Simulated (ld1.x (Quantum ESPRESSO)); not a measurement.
**Sn: generating and testing a TM potential**

Aim: build the potential from the settings below, then test how well it stands in for the atom: other configurations, scattering, ghost states and the plane-wave cutoff that it needs.

Method: ld1.x (Quantum ESPRESSO) 7.5, PBE, scalar-relativistic.

## (1) The atom and the settings

Typed settings, in words:

* element: tin (Sn, Z = 50)
* type: norm-conserving Troullier–Martins (Kleinman–Bylander form)
* frozen core: [Kr] 4d10
* valence charge: 4
* reference configuration: 5s2 5p2
* partial waves: 5s (bound): rc 2.18 bohr; 5p (bound): rc 2.35 bohr; 5d channel at -0.1 Ry: rc 2.45 bohr
* local potential: all-electron potential smoothed inside 1.90 bohr (lloc = -1)
* core correction: a·sin(br)/r model core inside 2.20 bohr

The outer shells as boxes (Hund's rule for the drawing; the calculation is spin-unpolarised):

```
[Kr] core
4d [↑↓][↑↓][↑↓][↑↓][↑↓]
5s [↑↓]
5p [↑ ][↑ ][  ]
```

An earlier all-electron run gives the scale for the radii.

All-electron outer shells of the reference configuration (PBE, scalar-relativistic, ld1.x):

```json
{"shell": "4p", "level (eV)": "-89.70", "outermost node (bohr)": "0.41", "outermost maximum (bohr)": "0.79"}
{"shell": "4d", "level (eV)": "-25.84", "outermost node (bohr)": "0.39", "outermost maximum (bohr)": "0.88"}
{"shell": "5s", "level (eV)": "-10.55", "outermost node (bohr)": "0.98", "outermost maximum (bohr)": "2.01"}
{"shell": "5p", "level (eV)": "-3.69", "outermost node (bohr)": "1.09", "outermost maximum (bohr)": "2.55"}
```

## (2) Generating the potential

Sn.in reads:

```
 &input
   title='Sn', zed=50., rel=1, dft='PBE', iswitch=3,
   config='[Kr] 4d10 5s2 5p2 5d-2',
   nld=3, rlderiv=2.65, eminld=-3.0, emaxld=5.0, deld=0.02
 /
 &inputp
   pseudotype=2, tm=.true., lloc=-1, rcloc=1.90,
   nlcc=.true., rcore=2.20,
   file_pseudopw='Sn.UPF', file_wfcaegen='ae.wfc', file_wfcncgen='nc.wfc', file_beta='beta', file_chi='chi'
 /
3
5S  1  0   2.00   0.00  2.18  2.18  0.0
5P  2  1   2.00   0.00  2.35  2.35  0.0
5D  3  2  -2.00  -0.10  2.45  2.45  0.0
 &test
   configts(1)='5s2 5p2'
 /
```

Run with:

```bash
ld1.x < Sn.in > Sn.out
```

Output in Sn.out (without the banner and most projector matrices):

```text
     Program LD1 v.7.5
     --------------------------- All-electron run ----------------------------

     Sn
     scalar relativistic calculation

     atomic number is 50.00
     dft =PBE   lsd =0 sic =0 latt =0  beta=0.20 tr2=1.0E-14
     Exchange-correlation= PBE
                           (   1   4   3   4   0   0   0)
     mesh =1243 r(mesh) = 100.78374 a.u. xmin = -7.00 dx = 0.01250
     1 Ry =  13.60569312 eV, c = 137.03599908

     n l     nl                  e(Ry)          e(Ha)          e(eV)
     1 0     1S 1( 2.00)     -2132.5094     -1066.2547    -29014.2686
     2 0     2S 1( 2.00)      -321.9321      -160.9660     -4380.1088
     2 1     2P 1( 6.00)      -288.9932      -144.4966     -3931.9523
     3 0     3S 1( 2.00)       -62.1247       -31.0624      -845.2497
     3 1     3P 1( 6.00)       -51.3616       -25.6808      -698.8107
     4 0     4S 1( 2.00)        -9.8437        -4.9218      -133.9301
     4 1     4P 1( 6.00)        -6.5928        -3.2964       -89.7001
     3 2     3D 1(10.00)       -34.7961       -17.3980      -473.4246
     4 2     4D 1(10.00)        -1.8991        -0.9496       -25.8391
     5 0     5S 1( 2.00)        -0.7753        -0.3877       -10.5488
     5 1     5P 1( 2.00)        -0.2715        -0.1358        -3.6941

     final scf error:  8.2E-15 reached in  31 iterations

     Etot =  -12354.410875 Ry,   -6177.205437 Ha, -168090.323077 eV

     Ekin =   12899.149735 Ry,    6449.574868 Ha,  175501.872843 eV
     Encl =  -29875.374000 Ry,  -14937.687000 Ha, -406475.170578 eV
     Eh   =    4951.344976 Ry,    2475.672488 Ha,   67366.480290 eV
     Exc  =    -329.531586 Ry,    -164.765793 Ha,   -4483.505633 eV

     normalization and overlap integrals

     s(1S/1S) =  1.000000  <r> =   0.0291  <r2> =    0.0011  r(max) =   0.0188
     s(2S/2S) =  1.000000  <r> =   0.1255  <r2> =    0.0186  r(max) =   0.1054
     s(2P/2P) =  1.000000  <r> =   0.1096  <r2> =    0.0147  r(max) =   0.0853
     s(3S/3S) =  1.000000  <r> =   0.3393  <r2> =    0.1317  r(max) =   0.3090
     s(3P/3P) =  1.000000  <r> =   0.3377  <r2> =    0.1323  r(max) =   0.3013
     s(4S/4S) =  1.000000  <r> =   0.8186  <r2> =    0.7582  r(max) =   0.7412
     s(4P/4P) =  1.000000  <r> =   0.8859  <r2> =    0.8969  r(max) =   0.7890
     s(3D/3D) =  1.000000  <r> =   0.3146  <r2> =    0.1175  r(max) =   0.2498
     s(4D/4D) =  1.000000  <r> =   1.0991  <r2> =    1.4383  r(max) =   0.8829
     s(5S/5S) =  1.000000  <r> =   2.3966  <r2> =    6.5684  r(max) =   2.0147
     s(5P/5P) =  1.000000  <r> =   3.2510  <r2> =   12.4120  r(max) =   2.5548

     ------------------------ End of All-electron run ------------------------

     --------------------- Generating NC pseudopotential ---------------------

      Generating local potential from pseudized AE potential:
      Matching radius rcloc =   1.9000

      Local pseudo, rcloc= 1.893 Estimated cut-off energy=     6.95 Ry

      Computing core charge for nlcc:

       r > 2.23 : true rho core
       r < 2.23 : rho core = a sin(br)/r    a=   0.88  b=   1.24

      Integrated core pseudo-charge :   1.95

      Wfc   5S  rcut= 2.199  Using Troullier-Martins method

      Wfc   5P  rcut= 2.370  Using Troullier-Martins method

      Wfc   5D  rcut= 2.430  Using Troullier-Martins method

     ------------------- End of pseudopotential generation -------------------

     [... the all-electron block is printed once more ...]


     Computing logarithmic derivative in   2.63596
     Computing logarithmic derivative in   2.63596
     Computing the partial wave expansion
     R is outside the sphere for l=    0 j= 0.00
     R is outside the sphere for l=    1 j= 0.00
     R is outside the sphere for l=    2 j= 0.00

     ---------------------- Testing the pseudopotential ----------------------

     Sn
     scalar relativistic calculation

     atomic number is 50.00   valence charge is  4.00
     dft =PBE   lsd =0 sic =0 latt =0  beta=0.20 tr2=1.0E-14
     mesh =1243 r(mesh) = 100.78374 xmin = -7.00 dx = 0.01250

     n l     nl             e AE (Ry)        e PS (Ry)    De AE-PS (Ry)
     1 0     5S   1( 2.00)       -0.77532       -0.77533        0.00000
     2 1     5P   1( 2.00)       -0.27151       -0.27151        0.00000

     eps = 2.2E-16  iter =  4

     Etot =  -12354.410875 Ry,   -6177.205437 Ha, -168090.323077 eV
     Etotps =    -8.030021 Ry,      -4.015011 Ha,    -109.254003 eV

     Ekin =       2.078151 Ry,       1.039075 Ha,      28.274679 eV
     Encl =     -13.787771 Ry,      -6.893886 Ha,    -187.592185 eV
     Ehrt =       5.144375 Ry,       2.572188 Ha,      69.992791 eV
     Ecxc =      -3.342215 Ry,      -1.671107 Ha,     -45.473145 eV
     (Ecc =      -1.147068 Ry,      -0.573534 Ha,     -15.606650 eV)
     Epseu=       1.877439 Ry,       0.938719 Ha,      25.543857 eV

     ---------------------- End of pseudopotential test ----------------------
```

It took 1.6 s on 1 thread of Neoverse-V1, shared host. This counts the later configuration tests of the new file too.

Partial waves on a coarse radial grid (AE all-electron, PS pseudo):

```tsv
r (bohr)	5p AE	5p PS
0.123	-0.0129	0.0021
0.245	0.1599	0.0086
0.368	0.0407	0.0195
0.490	-0.1374	0.0350
0.613	-0.2401	0.0556
0.735	-0.2489	0.0814
0.858	-0.1901	0.1132
0.980	-0.0955	0.1504
1.103	0.0134	0.1937
1.225	0.1207	0.2417
1.348	0.2204	0.2939
1.470	0.3073	0.3474
1.593	0.3818	0.4008
1.715	0.4429	0.4504
1.838	0.4924	0.4947
1.960	0.5308	0.5312
2.083	0.5598	0.5599
2.205	0.5804	0.5804
2.328	0.5938	0.5938
2.450	0.6010	0.6010
2.573	0.6029	0.6029
2.695	0.6004	0.6004
2.818	0.5941	0.5941
2.940	0.5848	0.5848
3.063	0.5729	0.5729
3.185	0.5591	0.5591
```

## (3) Testing the new file in other configurations

Sn.test.in reads:

```
 &input
   title='Sn', zed=50., rel=1, dft='PBE', iswitch=2,
   config='[Kr] 4d10 5s2 5p2 5d-2'
 /
 &test
   file_pseudo='Sn.UPF', nconf=8,
   configts(1)='5s2 5p2',
   configts(2)='5s2 5p1',
   configts(3)='5s2 5p0',
   configts(4)='5s1 5p0',
   configts(5)='5s0 5p4',
   configts(6)='5s1 5p2',
   configts(7)='5s2 5p2.3',
   configts(8)='5s1 5p3'
 /
```

Run with:

```bash
ld1.x < Sn.test.in > Sn.test.out
```

Sn.test.out, the pseudopotential blocks, each with the warnings that came before it:

```text
     ---------------------- Testing the pseudopotential ----------------------

     Sn
     scalar relativistic calculation

     atomic number is 50.00   valence charge is  4.00
     dft =PBE   lsd =0 sic =0 latt =0  beta=0.20 tr2=1.0E-14
     mesh =1243 r(mesh) = 100.78374 xmin = -7.00 dx = 0.01250

     n l     nl             e AE (Ry)        e PS (Ry)    De AE-PS (Ry)
     1 0     5S   1( 2.00)       -0.77532       -0.77533        0.00000
     2 1     5P   1( 2.00)       -0.27151       -0.27151        0.00000

     eps = 1.3E-15  iter =  4

     Etot =  -12354.410875 Ry,   -6177.205437 Ha, -168090.323077 eV
     Etotps =    -8.030021 Ry,      -4.015011 Ha,    -109.254005 eV

     Ekin =       2.078151 Ry,       1.039075 Ha,      28.274681 eV
     Encl =     -13.787771 Ry,      -6.893886 Ha,    -187.592186 eV
     Ehrt =       5.144375 Ry,       2.572188 Ha,      69.992792 eV
     Ecxc =      -3.342215 Ry,      -1.671107 Ha,     -45.473146 eV
     (Ecc =      -1.147068 Ry,      -0.573534 Ha,     -15.606650 eV)
     Epseu=       1.877439 Ry,       0.938719 Ha,      25.543854 eV

     ---------------------- End of pseudopotential test ----------------------

     ---------------------- Testing the pseudopotential ----------------------

     Sn
     [...]
     n l     nl             e AE (Ry)        e PS (Ry)    De AE-PS (Ry)
     1 0     5S   1( 2.00)       -1.30909       -1.30291       -0.00618  !
     2 1     5P   1( 1.00)       -0.75374       -0.75053       -0.00321

     eps = 5.0E-15  iter = 25

     Etot =  -12353.905608 Ry,   -6176.952804 Ha, -168083.448573 eV
     Etotps =    -7.525666 Ry,      -3.762833 Ha,    -102.391896 eV
     dEtot_ae =       0.505267 Ry
     dEtot_ps =       0.504356 Ry,   Delta E=       0.000911 Ry

     [...]
     ---------------------- End of pseudopotential test ----------------------

     BEWARE! Errors in PS-KS equations
     Warning: n=1, l=0 expected 0 nodes, found 1
     Warning: n=2, l=1 expected 0 nodes, found 1
     ---------------------- Testing the pseudopotential ----------------------

     Sn
     [...]
     n l     nl             e AE (Ry)        e PS (Ry)    De AE-PS (Ry)
     1 0     5S   1( 2.00)       -1.91763       -2.96911        1.05148  !
     2 1     5P   1( 0.00)       -1.30765       -1.30765        0.00000

     eps = 8.3E-15  iter = 11

     Etot =  -12352.880119 Ry,   -6176.440059 Ha, -168069.496083 eV
     Etotps =    -7.085292 Ry,      -3.542646 Ha,     -96.400313 eV
     dEtot_ae =       1.530756 Ry
     dEtot_ps =       0.944729 Ry,   Delta E=       0.586027 Ry

     [...]
     ---------------------- End of pseudopotential test ----------------------

     BEWARE! Errors in PS-KS equations
     ---------------------- Testing the pseudopotential ----------------------

     Sn
     [...]
     n l     nl             e AE (Ry)        e PS (Ry)    De AE-PS (Ry)
     1 0     5S   1( 1.00)       -2.64311       -2.64311        0.00000
     2 1     5P   1( 0.00)       -1.96962       -2.56051        0.59089  !

     eps = 3.8E-30  iter =  3

     Etot =  -12350.603760 Ry,   -6175.301880 Ha, -168038.524645 eV
     Etotps =    -3.790178 Ry,      -1.895089 Ha,     -51.568004 eV
     dEtot_ae =       3.807115 Ry
     dEtot_ps =       4.239843 Ry,   Delta E=      -0.432728 Ry

     [...]
     ---------------------- End of pseudopotential test ----------------------

     ---------------------- Testing the pseudopotential ----------------------

     Sn
     [...]
     n l     nl             e AE (Ry)        e PS (Ry)    De AE-PS (Ry)
     1 0     5S   1( 0.00)       -0.89659       -0.89659        0.00000
     2 1     5P   1( 4.00)       -0.35892       -0.35961        0.00069

     eps = 3.9E-15  iter =  7

     Etot =  -12353.368240 Ry,   -6176.684120 Ha, -168076.137310 eV
     Etotps =    -6.984827 Ry,      -3.492413 Ha,     -95.033413 eV
     dEtot_ae =       1.042635 Ry
     dEtot_ps =       1.045194 Ry,   Delta E=      -0.002560 Ry

     [...]
     ---------------------- End of pseudopotential test ----------------------

     BEWARE! Errors in PS-KS equations
     ---------------------- Testing the pseudopotential ----------------------

     Sn
     [...]
     n l     nl             e AE (Ry)        e PS (Ry)    De AE-PS (Ry)
     1 0     5S   1( 1.00)       -1.37450       -1.37450        0.00000
     2 1     5P   1( 2.00)       -0.80556       -1.42287        0.61732  !

     eps = 5.5E-16  iter = 19

     Etot =  -12353.343403 Ry,   -6176.671702 Ha, -168075.799389 eV
     Etotps =    -6.622320 Ry,      -3.311160 Ha,     -90.101252 eV
     dEtot_ae =       1.067471 Ry
     dEtot_ps =       1.407701 Ry,   Delta E=      -0.340230 Ry

     [...]
     ---------------------- End of pseudopotential test ----------------------

     ---------------------- Testing the pseudopotential ----------------------

     Sn
     [...]
     n l     nl             e AE (Ry)        e PS (Ry)    De AE-PS (Ry)
     1 0     5S   1( 2.00)       -0.63645       -0.63686        0.00041
     2 1     5P   1( 2.30)       -0.14657       -0.14668        0.00011

     eps = 1.1E-15  iter =  9

     Etot =  -12354.473285 Ry,   -6177.236643 Ha, -168091.172217 eV
     Etotps =    -8.092467 Ry,      -4.046234 Ha,    -110.103629 eV
     dEtot_ae =      -0.062411 Ry
     dEtot_ps =      -0.062446 Ry,   Delta E=       0.000036 Ry

     [...]
     ---------------------- End of pseudopotential test ----------------------

     ---------------------- Testing the pseudopotential ----------------------

     Sn
     [...]
     n l     nl             e AE (Ry)        e PS (Ry)    De AE-PS (Ry)
     1 0     5S   1( 1.00)       -0.83895       -0.83415       -0.00480
     2 1     5P   1( 3.00)       -0.31727       -0.31519       -0.00208

     eps = 7.2E-15  iter = 27

     Etot =  -12353.897991 Ry,   -6176.948995 Ha, -168083.344936 eV
     Etotps =    -7.518267 Ry,      -3.759133 Ha,    -102.291231 eV
     dEtot_ae =       0.512884 Ry
     dEtot_ps =       0.511754 Ry,   Delta E=       0.001129 Ry

     [...]
     ---------------------- End of pseudopotential test ----------------------
```

3 tests gave no usable energy difference (5s2 5p0; 5s1 5p0; 5s1 5p2).

Energies count from the reference configuration 5s2 5p2; the error is all-electron less pseudo.

| valence configuration | charge | ΔE all-electron (eV) | error AE − PS (meV) |
| --- | --- | --- | --- |
| 5s2 5p1 | +1 | 6.875 | +12 |
| 5s0 5p4 | 0 | 14.186 | -35 |
| 5s2 5p2.3 | -0.3 | -0.849 | +0.5 |
| 5s1 5p3 | 0 | 6.978 | +15 |

## (4) Does it scatter like the atom?

Taken from the files of the generation run. The phase is arctan(r·u′/u) with u = r·R, unwrapped, with energies in Ry. A pole is an energy at which the radial function vanishes at the test radius. The pseudo phase is shifted by a multiple of π to meet the all-electron one at the reference energy. Levels narrower than the energy grid can be missing from the poles. The last column is the largest difference on the grid between −1 and +1 Ry.

| channel | radius (bohr) | reference (Ry) | poles AE | poles PS | window around the reference with phases within 0.05 rad (Ry) | largest difference near zero (rad) |
| --- | --- | --- | --- | --- | --- | --- |
| s | 2.64 | -0.78 | 0.56 | -0.69, 0.63 | below -0.7 | 3.131 |
| p | 2.64 | -0.27 | 1.81 | 1.51, 3.89 | below 1.7 | 0.018 |
| d | 2.64 | -0.10 | -1.83, 4.06 | 1.56 | -1.4 to 0.4 | 0.635 |

Phases (rad) along the scan:

```tsv
E (Ry)	s AE	s PS	p AE	p PS
-3.00	1.279	1.277	1.316	1.314
-2.52	1.224	1.220	1.284	1.281
-2.04	1.124	1.118	1.236	1.233
-1.56	0.886	0.872	1.157	1.154
-1.08	0.020	-0.001	1.005	1.001
-0.60	-1.092	-4.221	0.604	0.602
-0.12	-1.410	-4.540	-0.458	-0.459
0.36	-1.536	-4.667	-1.155	-1.165
0.84	-1.611	-4.741	-1.390	-1.408
1.32	-1.667	-4.796	-1.501	-1.532
1.80	-1.721	-4.847	-1.570	-1.630
2.28	-1.782	-4.903	-1.622	-1.781
2.76	-1.865	-4.976	-1.668	-3.269
3.24	-2.005	-5.095	-1.716	-4.559
3.72	-2.312	-5.343	-1.774	-4.687
4.20	-3.120	-6.036	-1.859	-4.749
4.68	-3.984	-7.040	-2.007	-4.797
```

## (5) Cutoff and ghost test in a Bessel basis

This step uses the generator's waves and projectors in a separate script. Basis: spherical Bessel functions vanishing at 20 bohr, q² up to the cutoff; potential fixed at the reference.

All-electron valence levels (Ry): 5s -0.7753, 5p -0.2715. The lowest levels of each channel (Ry) by cutoff; the last column sums, over occupied levels, occupation times the distance from the level at 400 Ry. A positive value at high cutoff is not a bound level.

```tsv
cutoff (Ry)	s #1	p #1	d #1	f #1	Σ f·Δε (mRy)
8	-0.7622	-0.2672	0.0484	0.1045	34.9
10	-0.7697	-0.2693	0.0484	0.1045	15.7
12	-0.7731	-0.2707	0.0483	0.1045	6.2
15	-0.7742	-0.2713	0.0481	0.1045	2.8
18	-0.7744	-0.2713	0.0475	0.1045	2.3
21	-0.7744	-0.2713	0.0471	0.1045	2.2
25	-0.7747	-0.2714	0.0467	0.1045	1.5
30	-0.7750	-0.2715	0.0464	0.1045	0.6
35	-0.7751	-0.2715	0.0463	0.1045	0.5
40	-0.7751	-0.2715	0.0462	0.1045	0.4
400	-0.7753	-0.2715	0.0461	0.1045	0.0
```

The sum stays within 10 mRy from 12 Ry and within 1 mRy from 30 Ry. The sum leaves out empty levels, which can need more. Ghost test: no level below the all-electron spectrum of its channel (s, p, d, f tested).

## (6) Summary of results

```
                                                quantity                                                                     value
               cutoffs for 10 and 1 mRy, occupied levels                                                           12 Ry and 30 Ry
                                            bound ghosts  none below the valence levels; a pole at negative energy in s is suspect
                            largest test error (AE − PS)                                   -35 meV, for 5s0 5p4 (3 tests unsolved)
largest phase difference near zero energy, channels read                                                                 3.131 rad
```

The worst unpolarised test, 5s0 5p4, is off by 35 meV on 14.2 eV; by total energies transferability rates as fair where solved. Of the tests 3 gave no usable energy difference, which is a warning in itself. By its cutoff, 12 Ry for the looser tolerance, it is soft on the atom at that tolerance. The slowest occupied level is 5s: taken alone it needs 18 Ry to come within 1 mRy, against 12 Ry for 5p. The ghost test, which looks below the valence levels, finds nothing, but the pseudo curve has an extra pole at negative energy (s at -0.69 Ry): a spurious bound state among the atom's levels is likely, and the file can't be cleared. Near zero energy the largest phase difference among the channels read is 3.13 rad, in the s channel. A step near π is an extra or missing state, not a misfit of shape. The pseudo curves have a pole with no partner nearby in the atom's: s at -0.69 Ry. All of this concerns the isolated atom, not yet a solid.
